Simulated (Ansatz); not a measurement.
# C₂H₆F₂OSi: one species, many methods

One table from this session's results is given with a row withheld; the runs are named, their logs left out.

The runs use Ansatz 0.2.0, Gaussian basis; functionals in def2-TZVPP, the program's frozen cores in correlated methods.

Levels to be run: LDA (SPW92), PBE-D4, revPBE-D4, BLYP-D4, r2SCAN-D4, B97M-V, PBE0-D4, B3LYP-D4, r2SCANh-D4, r2SCAN0-D4, HSE06-D4, BHLYP-D4, CAM-B3LYP-D4, LC-ωPBE, ωB97X-V, ωB97M-V, B2PLYP, PBE-QIDH; CCSD(T)/def2-SVP; CCSD(T)/def2-TZVPP; MP2/def2-QZVPP; extrapolation to the limit; RPA on PBE.

### Structure used throughout

All runs share one geometry, relaxed beforehand with PBE0-D4 in a triple-zeta def2 set.

SMILES `OC[SiH](F)CF`, 12 atoms, charge 0, spin multiplicity 1.

Atoms are counted from 1 here; the program's logs count them from 0.

Bond lengths: O1–C2 1.424 Å, O1–H7 0.961 Å, C2–Si3 1.875 Å, C2–H8 1.094 Å, C2–H9 1.099 Å, Si3–F4 1.610 Å, Si3–C5 1.885 Å, Si3–H10 1.485 Å, C5–F6 1.396 Å, C5–H11 1.095 Å, C5–H12 1.094 Å. Angles: C2–O1–H7 108.3°, O1–C2–Si3 110.3°, O1–C2–H8 106.7°, O1–C2–H9 111.8°, Si3–C2–H8 109.4°, Si3–C2–H9 112.0°, H8–C2–H9 106.3°, C2–Si3–F4 106.4°, C2–Si3–C5 110.7°, C2–Si3–H10 113.1°, F4–Si3–C5 106.9°, F4–Si3–H10 108.6°, C5–Si3–H10 110.9°, Si3–C5–F6 107.6°, Si3–C5–H11 111.4°, Si3–C5–H12 112.7°, F6–C5–H11 108.3°, F6–C5–H12 108.4° and more.

As a file:

```mol
C2H6F2OSi
  3D, bonds by distance, orders not assigned

 12 11  0  0  0  0  0  0  0  0999 V2000
   -0.0238   -1.9917    0.5701 O   0  0
    0.7952   -0.8617    0.8553 C   0  0
    0.5392    0.4707   -0.4387 Si  0  0
    0.7568   -0.2361   -1.8687 F   0  0
   -1.2369    1.1001   -0.4047 C   0  0
   -1.4196    1.7854    0.7974 F   0  0
    0.2436   -2.3515   -0.2799 H   0  0
    0.4805   -0.4842    1.8329 H   0  0
    1.8534   -1.1397    0.9573 H   0  0
    1.5015    1.5945   -0.3157 H   0  0
   -1.9546    0.2746   -0.4420 H   0  0
   -1.4584    1.7844   -1.2294 H   0  0
  1  2  8  0
  2  3  8  0
  3  4  8  0
  3  5  8  0
  5  6  8  0
  1  7  8  0
  2  8  8  0
  2  9  8  0
  3 10  8  0
  5 11  8  0
  5 12  8  0
M  END
```

Set-up of the first run:

Contents of in.yaml:

```yaml
crystal:
  periodic: [false, false, false]
  atoms:
    - {symbol: O, position_ang: [-0.023825, -1.991666, 0.570134]}
    - {symbol: C, position_ang: [0.795215, -0.861715, 0.855324]}
    - {symbol: Si, position_ang: [0.539224, 0.470698, -0.438721]}
    - {symbol: F, position_ang: [0.756825, -0.236061, -1.868720]}
    - {symbol: C, position_ang: [-1.236897, 1.100085, -0.404687]}
    - {symbol: F, position_ang: [-1.419591, 1.785444, 0.797389]}
    - {symbol: H, position_ang: [0.243610, -2.351531, -0.279947]}
    - {symbol: H, position_ang: [0.480460, -0.484163, 1.832862]}
    - {symbol: H, position_ang: [1.853387, -1.139690, 0.957276]}
    - {symbol: H, position_ang: [1.501470, 1.594497, -0.315654]}
    - {symbol: H, position_ang: [-1.954610, 0.274555, -0.442029]}
    - {symbol: H, position_ang: [-1.458368, 1.784445, -1.229430]}
basis:
  gaussian: {orbitals: def2-TZVPP}
hamiltonian: {xc: lda}
output: {orbitals: {seedname: orbitals}}
```

Among the steps run: LDA; PBE-D4 (GGA); revPBE-D4 (GGA); BLYP-D4 (GGA); r2SCAN-D4 (meta-GGA); B97M-V (meta-GGA); PBE0-D4 (hybrid); B3LYP-D4 (hybrid); r2SCANh-D4 (hybrid); r2SCAN0-D4 (hybrid); HSE06-D4 (hybrid); BHLYP-D4 (hybrid); CAM-B3LYP-D4 (range-separated); LC-ωPBE (range-separated); ωB97X-V (range-separated); ωB97M-V (range-separated); B2PLYP (double hybrid); PBE-QIDH (double hybrid).

One table of the session follows, with a row left open; its other results are not shown here.

It belongs to the step «Frontier levels by functional». 

| functional | HOMO (eV) | gap (eV) |
| --- | --- | --- |
| LDA (SPW92) | -6.35 | 5.01 |
| PBE-D4 | -6.20 | 5.16 |
| revPBE-D4 | -6.14 | 5.24 |
| BLYP-D4 | -6.13 | 5.19 |
| r2SCAN-D4 | -6.51 | 5.89 |
| B97M-V | -6.66 | 5.87 |
| PBE0-D4 | -7.74 | 7.65 |
| B3LYP-D4 | -7.53 | 7.16 |
| r2SCANh-D4 | -7.09 | 6.79 |
| r2SCAN0-D4 | -7.96 | 8.12 |
| HSE06-D4 | -7.33 | 6.86 |
| BHLYP-D4 | -9.23 | 10.01 |
| CAM-B3LYP-D4 | -9.21 | 10.07 |
| LC-ωPBE | -10.52 | 12.67 |
| ωB97X-V | -10.18 | 12.17 |
| ωB97M-V | ? | ? |

**Question.** Estimate the row for ωB97M-V.

As computed: HOMO (eV): -10.09; gap (eV): 11.74. In the column «HOMO (eV)» it lies between ωB97X-V (-10.18) and BHLYP-D4 (-9.23).
